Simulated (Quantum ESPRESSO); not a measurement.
**Ta4Al in Quantum ESPRESSO: the effect of Hubbard term**

The system is Ta4Al.

```
CELL_PARAMETERS angstrom
-2.96490 2.96490 2.96490
2.96490 -2.96490 2.96490
2.96490 2.96490 -2.96490
ATOMIC_POSITIONS crystal
Ta 0.00000 0.00000 0.50000
Ta 0.50000 0.00000 0.00000
Ta 0.50000 0.50000 0.50000
Ta 0.00000 0.50000 0.00000
Al 0.00000 0.00000 0.00000
```

The cell was built by a generator and needn't be a form met in nature.

Alike in all runs:

```yaml
Program: Quantum ESPRESSO 7.5
Task: Hubbard U by linear response
Functional: LDA
Potentials_or_basis: PseudoDojo 0.4.1 SR LDA standard
Cutoff: 789 eV
Density_cutoff: 3157 eV
k_mesh: 4 × 4 × 4
Occupations: cold, width 0.2 eV
Spin: no spin polarisation
Start_of_the_occupations: default
Hubbard_projectors: ortho-atomic
Form_of_the_LDA_correlation: PW92
Mixing_beta: 0.3
Most_SCF_iterations: 120
SCF_threshold: 1e-09 Ry
q_mesh: 2 × 2 × 2
```

```csv
Hubbard term,pressure (GPa)
Ta d U = 0.0001 eV,-8.3
Ta d U = 2.0 eV,?
Ta d U = 4.0 eV,-2.8
Ta d U = 6.0 eV,2.5
Ta d U = 8.0 eV,15.2
```

**Question.** What does the run with Hubbard term Ta d U = 2.0 eV give?

**Answer.** Pressure -6.2 GPa.

Worked out: A parabola through the other rows of the pressure, of slope 1.1 GPa per eV there, gives -7.7 GPa, against the run's -6.2.

Caveats: all runs use coarse meshes; U without spin polarisation on a metal has little footing; the U is typed as a test and isn't derived for this compound.
